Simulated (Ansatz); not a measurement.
# C4H11NSi: the cost of one run

All numbers below are computed with Ansatz 0.2.0 (RKS B3LYP/def2-SVP).

## Step 1: The structure to begin with

Bond lengths (14 of 17 bonds, heavy atoms first): C1–C2 1.447 Å, C2–C3 1.471 Å, C2–Si4 1.839 Å, C3–Si4 1.886 Å, Si4–C5 1.818 Å, Si4–N6 1.639 Å, C1–H7 1.116 Å, C1–H8 1.045 Å, C1–H9 1.115 Å, C2–H10 1.101 Å, C3–H11 1.113 Å, C3–H12 1.056 Å, C5–H13 1.126 Å, C5–H14 1.061 Å. Angles (14 of 33 angles, heavy atoms first): C1–C2–C3 118.1°, C1–C2–Si4 124.3°, C3–C2–Si4 68.4°, C2–C3–Si4 65.1°, C2–Si4–C3 46.5°, C2–Si4–C5 122.5°, C2–Si4–N6 117.8°, C3–Si4–C5 110.0°, C3–Si4–N6 109.4°, C5–Si4–N6 119.7°, C1–C2–H10 109.3°, C3–C2–H10 117.7°, Si4–C2–H10 114.3°, C2–C1–H7 109.9°.

The coordinates stand in the first input below.

## Step 2: End point A

File input.yaml:

```yaml
crystal:
  periodic: [false, false, false]
  atoms:
    - { symbol: C, position_ang: [-1.527, -1.368, -0.672] }
    - { symbol: C, position_ang: [-0.3666, -1.1203, 0.1557] }
    - { symbol: C, position_ang: [0.9098, -0.8239, -0.5128] }
    - { symbol: Si, position_ang: [0.2541, 0.5543, 0.5946] }
    - { symbol: C, position_ang: [-0.1198, 2.0276, -0.4032] }
    - { symbol: "N", position_ang: [1.2115, 0.6913, 1.9173] }
    - { symbol: H, position_ang: [-2.4588, -1.1796, -0.0865] }
    - { symbol: H, position_ang: [-1.5506, -2.3308, -1.0774] }
    - { symbol: H, position_ang: [-1.6165, -0.6296, -1.5028] }
    - { symbol: H, position_ang: [-0.3533, -1.8408, 0.9875] }
    - { symbol: H, position_ang: [1.8319, -1.2677, -0.0744] }
    - { symbol: H, position_ang: [0.9884, -0.5507, -1.5295] }
    - { symbol: H, position_ang: [-0.9463, 1.9043, -1.1579] }
    - { symbol: H, position_ang: [0.7527, 2.3761, -0.8971] }
    - { symbol: H, position_ang: [-0.4521, 2.8576, 0.2414] }
    - { symbol: H, position_ang: [1.2458, -0.1684, 2.4502] }
    - { symbol: H, position_ang: [2.1778, 0.8683, 1.607] }
basis:
  gaussian: { orbitals: def2-SVP }
hamiltonian:
  xc: b3lyp
relax:
  f_tol: 0.015
  max_steps: 40
```

The run is started by

```sh
> ansatz run input.yaml --threads 2 --pin off --max-ram 3072MiB --backend cpu --events-out ev --progress --plain --runs-dir out
```

**Question.** How long does this run take on 2 threads of Arm Neoverse V1, shared host, and how much memory does it need?

About 74 s, with a peak of 0.41 GiB.
